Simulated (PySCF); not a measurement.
# C4H8Si: electronic excitations and core binding energies

What electronic excitations and core binding energies should C4H8Si (`C=C[SiH]1CC1`) show?

The runs use PySCF 2.14.0, with density-fitted response routines of our own; the level of theory stands in each step. All values are computed, except where a source is named. Atoms count from 0, in the outputs and in this text.

### 1 Starting geometry

13 atoms, charge 0, multiplicity 1; geometry from: GFN2-xTB.

Bonds of the start (Å): C0–C1 1.33, C1–Si2 1.87, Si2–C3 1.89, C3–C4 1.53, C4–Si2 1.89, C0–H5 1.08, C0–H6 1.08, C1–H7 1.08, Si2–H8 1.46, C3–H9 1.08, C3–H10 1.08, C4–H11 1.08, C4–H12 1.08.

### 2 Ultraviolet spectrum: CAM-B3LYP/def2-SVPD

The job: settings as JSON, then the geometry in Å.

```
{"job": {"kind": "uv", "xc": "CAM-B3LYP", "basis": "def2-SVPD", "nstates": 8, "ntriplets": 3}, "charge": 0, "multiplicity": 1}
C      1.845988     0.327939     1.138061
C      1.646106    -0.404295     0.051439
Si     0.004623    -0.609977    -0.819603
C     -1.589167    -0.410124     0.168944
C     -1.267859     0.780156    -0.743585
H      2.812791     0.413327     1.610150
H      1.045467     0.876910     1.606292
H      2.487629    -0.935023    -0.376467
H      0.006637    -1.489191    -1.979548
H     -1.546943    -0.216147     1.231490
H     -2.469400    -0.979324    -0.092736
H     -1.949843     0.936747    -1.566834
H     -1.030416     1.709488    -0.245331
```

Method: TDDFT CAM-B3LYP/def2-SVPD, vertical, gas phase, core orbitals frozen in the response.

The run is started by

```
> OMP_NUM_THREADS=1 python probes_run.py task.json out
```

One launch serves the whole session: the jobs run in the order shown.

Log:

```text
coarse grid: 10928 points
cycle   1  E = -446.2658095703  dE =  5.167e-01  |g| = 3.502e-01  |ddm| = 4.997e+00
cycle   2  E = -446.2726802538  dE = -6.871e-03  |g| = 3.276e-01  |ddm| = 9.796e-01
cycle   3  E = -446.3019904118  dE = -2.931e-02  |g| = 3.807e-02  |ddm| = 4.483e-01
cycle   4  E = -446.3023311605  dE = -3.407e-04  |g| = 2.094e-02  |ddm| = 8.966e-02
cycle   5  E = -446.3024520414  dE = -1.209e-04  |g| = 3.337e-03  |ddm| = 2.925e-02
cycle   6  E = -446.3024548495  dE = -2.808e-06  |g| = 1.378e-03  |ddm| = 6.588e-03
final grid: 99736 points
cycle   7  E = -446.3737823750  dE = -2.403e-05  |g| = 3.374e-03  |ddm| = 5.694e-02
cycle   8  E = -446.3737822624  dE =  1.126e-07  |g| = 3.561e-03  |ddm| = 1.041e-02
cycle   9  E = -446.3737855631  dE = -3.301e-06  |g| = 3.035e-04  |ddm| = 4.134e-03
cycle  10  E = -446.3737855832  dE = -2.009e-08  |g| = 1.309e-04  |ddm| = 5.772e-04
cycle  11  E = -446.3737855878  dE = -4.651e-09  |g| = 3.664e-05  |ddm| = 2.608e-04
cycle  12  E = -446.3737855882  dE = -4.022e-10  |g| = 9.081e-06  |ddm| = 7.604e-05
converged SCF energy = -446.3737855882

Static polarisability (au): isotropic 74.561, principal 59.214 76.182 88.287

Singlet excitations
state   eV       nm        f      main configurations
  1   5.3129    233.4   0.19727   H->L 0.98
  2   6.2561    198.2   0.00762   H->L+1 0.74, H->L+2 0.15
  3   6.4328    192.7   0.00020   H-1->L 0.59, H-3->L 0.20
  4   6.5942    188.0   0.00726   H->L+2 0.66, H->L+1 0.10
  5   6.9215    179.1   0.06544   H->L+3 0.95
  6   6.9439    178.6   0.00027   H->L+4 0.46, H->L+5 0.34
  7   7.1933    172.4   0.00010   H-3->L 0.57, H-1->L 0.23
  8   7.3391    168.9   0.20572   H-2->L 0.84

Triplet excitations (Tamm-Dancoff, eV): 3.7700 4.9300 5.9038
```

It took 21 s on 1 thread of Arm Neoverse V2, shared host; peak memory 0.73 GiB.

Frontier orbitals and where they lie:

| orbital | eV | atoms |
| --- | --- | --- |
| HOMO−3 | -10.65 | Si2 23 %, C1 22 %, H8 15 % |
| HOMO−2 | -9.89 | C1 38 %, C0 33 %, Si2 10 % |
| HOMO−1 | -9.63 | C3 30 %, C4 30 %, Si2 12 % |
| HOMO | -7.73 | Si2 24 %, C4 23 %, C3 23 % |
| LUMO | 0.28 | C0 28 %, C1 27 %, Si2 18 % |
| LUMO+1 | 1.46 | Si2 21 %, C0 19 %, C3 8 % |
| LUMO+2 | 1.73 | Si2 26 %, H7 14 %, H8 13 % |

With each of the 8 states as a Gaussian band of 0.4 eV half-width at 1/e, the curve within the window shown has maxima at 233 nm (ε 8,000), 170 nm (ε 9,400) L/(mol cm). Beyond the last state computed it falls off for lack of states. The curve at chosen wavelengths:

| nm | ε (L/mol/cm) |
| --- | --- |
| 162 | 4854 |
| 166 | 8109 |
| 170 | 9362 |
| 174 | 8232 |
| 178 | 6084 |
| 182 | 4072 |
| 186 | 2562 |
| 190 | 1562 |
| 194 | 971 |
| 198 | 656 |
| 202 | 537 |
| 206 | 647 |
| 210 | 1113 |
| 214 | 2061 |
| 218 | 3489 |
| 222 | 5178 |
| 226 | 6734 |
| 230 | 7745 |
| 234 | 7966 |
| 238 | 7405 |
| 242 | 6283 |
| 246 | 4909 |
| 250 | 3561 |
| 254 | 2416 |
| 258 | 1543 |
| 262 | 933 |

Further results of this job:

| property | computed |
| --- | --- |
| dipole moment (D) | 0.64 |
| polarisability (Å³) | 11.05 |
| HOMO–LUMO gap (eV) | 8.01 |
| −ε(HOMO) (eV) | 7.73 |

### 3 X-ray photoelectron lines: SCAN, X2C

Same as in step 2 but for these lines:

```diff
@@ -1,2 +1,2 @@
-{"job": {"kind": "uv", "xc": "CAM-B3LYP", "basis": "def2-SVPD", "nstates": 8, "ntriplets": 3}, "charge": 0, "multiplicity": 1}
+{"job": {"kind": "xps"}, "charge": 0, "multiplicity": 1}
 C      1.845988     0.327939     1.138061
```

With the program's defaults for keys left out, this is: delta-SCF UKS SCAN, pcX-2 on the ionised atom, pcseg-1 elsewhere, spin-free X2C.

Log:

```text
ground state, core basis on atom 0 (C), 145 functions
  cycle   1  E = -447.06393525  |g| = 5.86e-01
  cycle   2  E = -446.91222385  |g| = 8.96e-01
  cycle   3  E = -447.15589561  |g| = 1.26e-01
  cycle   4  E = -447.16084777  |g| = 4.73e-02
  cycle   5  E = -447.16147028  |g| = 1.29e-02
  cycle   6  E = -447.16150118  |g| = 8.08e-03
  cycle   7  E = -447.16151841  |g| = 2.31e-03
  cycle   8  E = -447.16151875  |g| = 3.80e-04
  E(ground) = -447.20086140 Eh
hole in C 1s of atom 0
  cycle   1  E = -435.91101195  |g| = 1.50e+00
  cycle   2  E = -434.46962099  |g| = 2.03e+00
  cycle   3  E = -436.19836759  |g| = 6.72e-01
  cycle   4  E = -436.31659831  |g| = 5.20e-01
  cycle   5  E = -436.48630946  |g| = 1.32e-01
  cycle   6  E = -436.49914925  |g| = 4.72e-02
  cycle   7  E = -436.50097148  |g| = 1.27e-02
  cycle   8  E = -436.50106752  |g| = 5.37e-03
  cycle   9  E = -436.50109173  |g| = 2.46e-03
  cycle  10  E = -436.50109976  |g| = 1.59e-03
  cycle  11  E = -436.50110375  |g| = 5.04e-04
  cycle  12  E = -436.50110461  |g| = 1.33e-04
  E(ion) = -436.53957060 Eh   <S^2> = 0.7963   hole on atom = 1.000   binding energy = 290.108 eV
ground state, core basis on atom 1 (C), 145 functions
  cycle   1  E = -447.16221937  |g| = 6.36e-02
  cycle   2  E = -447.16118973  |g| = 6.93e-02
  cycle   3  E = -447.16211190  |g| = 3.72e-02
  cycle   4  E = -447.16250102  |g| = 4.14e-03
  cycle   5  E = -447.16250441  |g| = 1.26e-03
  cycle   6  E = -447.16250510  |g| = 3.63e-04
  E(ground) = -447.20162470 Eh
hole in C 1s of atom 1
  cycle   1  E = -435.91598611  |g| = 1.51e+00
  cycle   2  E = -434.05132424  |g| = 2.12e+00
  cycle   3  E = -436.11670782  |g| = 7.60e-01
  cycle   4  E = -436.41788493  |g| = 3.95e-01
  cycle   5  E = -436.48350377  |g| = 1.72e-01
  cycle   6  E = -436.49986929  |g| = 3.82e-02
  cycle   7  E = -436.50124043  |g| = 9.83e-03
  cycle   8  E = -436.50137326  |g| = 5.85e-03
  cycle   9  E = -436.50144036  |g| = 4.98e-03
  cycle  10  E = -436.50150873  |g| = 4.29e-03
  cycle  11  E = -436.50155804  |g| = 2.36e-03
  cycle  12  E = -436.50159269  |g| = 1.29e-03
  cycle  13  E = -436.50160294  |g| = 5.46e-04
  cycle  14  E = -436.50160352  |g| = 1.48e-04
  E(ion) = -436.53926901 Eh   <S^2> = 0.8436   hole on atom = 1.000   binding energy = 290.137 eV
ground state, core basis on atom 2 (Si), 156 functions
  cycle   1  E = -447.25698699  |g| = 2.87e-01
  cycle   2  E = -447.25672793  |g| = 5.05e-02
  cycle   3  E = -447.25538847  |g| = 8.07e-02
  cycle   4  E = -447.25718165  |g| = 1.55e-02
  cycle   5  E = -447.25723467  |g| = 3.09e-03
  cycle   6  E = -447.25723688  |g| = 6.88e-04
  cycle   7  E = -447.25723807  |g| = 1.12e-04
  E(ground) = -447.25535140 Eh
hole in Si 1s of atom 2
  cycle   1  E = -378.34152008  |g| = 4.35e+00
  cycle   2  E = -378.27985498  |g| = 2.22e+00
  cycle   3  E = -378.71649172  |g| = 1.03e+00
  cycle   4  E = -379.24801878  |g| = 5.18e-01
  cycle   5  E = -379.38528995  |g| = 2.08e-01
  cycle   6  E = -379.40852831  |g| = 4.25e-02
  cycle   7  E = -379.40920209  |g| = 2.17e-02
  cycle   8  E = -379.40944845  |g| = 7.58e-03
  cycle   9  E = -379.40947475  |g| = 3.70e-03
  cycle  10  E = -379.40948423  |g| = 7.70e-04
  cycle  11  E = -379.40948409  |g| = 4.70e-04
  E(ion) = -379.41507117 Eh   <S^2> = 0.7532   hole on atom = 1.000   binding energy = 1846.028 eV
hole in Si 2p of atom 2
  cycle   1  E = -443.00032538  |g| = 1.24e+00
  cycle   2  E = -442.71642831  |g| = 1.22e+00
  cycle   3  E = -443.20753769  |g| = 4.41e-01
  cycle   4  E = -443.31033528  |g| = 1.97e-01
  cycle   5  E = -443.32918800  |g| = 6.84e-02
  cycle   6  E = -443.33169241  |g| = 1.77e-02
  cycle   7  E = -443.33185672  |g| = 5.56e-03
  cycle   8  E = -443.33187067  |g| = 2.54e-03
  cycle   9  E = -443.33187407  |g| = 1.00e-03
  cycle  10  E = -443.33187332  |g| = 2.71e-04
  E(ion) = -443.34089739 Eh   <S^2> = 0.7518   hole on atom = 1.002   binding energy = 106.518 eV
  2p3/2 = 106.286 eV   2p1/2 = 106.909 eV
ground state, core basis on atom 3 (C), 145 functions
  cycle   1  E = -447.16229133  |g| = 6.18e-02
  cycle   2  E = -447.16213667  |g| = 3.45e-02
  cycle   3  E = -447.16224649  |g| = 2.95e-02
  cycle   4  E = -447.16249913  |g| = 8.42e-03
  cycle   5  E = -447.16251854  |g| = 1.33e-03
  cycle   6  E = -447.16251869  |g| = 4.20e-04
  E(ground) = -447.20164349 Eh
hole in C 1s of atom 3
  cycle   1  E = -435.92926194  |g| = 1.51e+00
  cycle   2  E = -435.14533153  |g| = 1.89e+00
  cycle   3  E = -436.46801999  |g| = 3.35e-01
  cycle   4  E = -436.50948136  |g| = 1.17e-01
  cycle   5  E = -436.51542167  |g| = 5.33e-02
  cycle   6  E = -436.51680068  |g| = 2.21e-02
  cycle   7  E = -436.51703186  |g| = 1.07e-02
  cycle   8  E = -436.51710189  |g| = 1.89e-03
  cycle   9  E = -436.51710619  |g| = 1.23e-03
  cycle  10  E = -436.51710811  |g| = 8.06e-04
  cycle  11  E = -436.51710931  |g| = 4.47e-04
  E(ion) = -436.55492609 Eh   <S^2> = 0.7720   hole on atom = 1.000   binding energy = 289.712 eV
```

Wall time 31 s (1 thread of Arm Neoverse V2, shared host); peak memory 0.55 GiB.

Binding energies by hole, beside the orbital energy of the ground state; the difference holds orbital relaxation and, for a density functional, its self-interaction error:

| hole | stands for | environment | ΔSCF (eV; 2p as the shell's mean) | −ε (eV) | ⟨S²⟩ |
| --- | --- | --- | --- | --- | --- |
| C1s on C0 | C0 | terminal =CH2 carbon | 290.11 | 273.8 | 0.796 |
| C1s on C1 | C1 | alkene CH | 290.14 | 273.7 | 0.844 |
| Si1s on Si2 | Si2 | silicon bonded to 3 C, H, in a 3-membered ring | 1846.03 | 1793.1 | 0.753 |
| Si2p on Si2 | Si2 | silicon bonded to 3 C, H, in a 3-membered ring | 106.49 | 95.9 | 0.752 |
| C1s on C3 | C3, C4 | three-membered-ring carbon | 289.71 | 273.3 | 0.772 |

Each hole run stands for the others of its class of like atoms.

With the spin-orbit splitting: Si2 2p3/2 106.29, 2p1/2 106.91 eV. The table gives each 2p level as the mean over the whole 2p shell (two parts 2p3/2, one part 2p1/2), which differs a little from the single hole in the log.

### 4 What came out

| quantity | value |
| --- | --- |
| lowest singlet (CAM-B3LYP/def2-SVPD) | 5.31 eV (233 nm), f = 0.197 |
| brightest single state of those computed | state 8, 7.34 eV, f = 0.206 |
| lowest triplet | 3.77 eV |
| C1s binding energies, SCAN/pcX-2 | C1 290.14, C0 290.11, C3 289.71 eV |
| Si1s binding energies, SCAN/pcX-2 | Si2 1846.03 eV |
| Si2p binding energies, SCAN/pcX-2 | Si2 106.49 eV |

**Reading.** The lowest singlet, at 5.31 eV, is HOMO→LUMO 0.98 and is bright; of the 8 states computed, the strongest absorption comes from state 8 at 7.34 eV (the last computed, so partners may be missing). The lowest triplet lies 1.54 eV below the lowest singlet (triplets in Tamm-Dancoff, singlets in full TDDFT). C1 (alkene CH) binds its C1s electron 0.43 eV more tightly than C3 (three-membered-ring carbon).
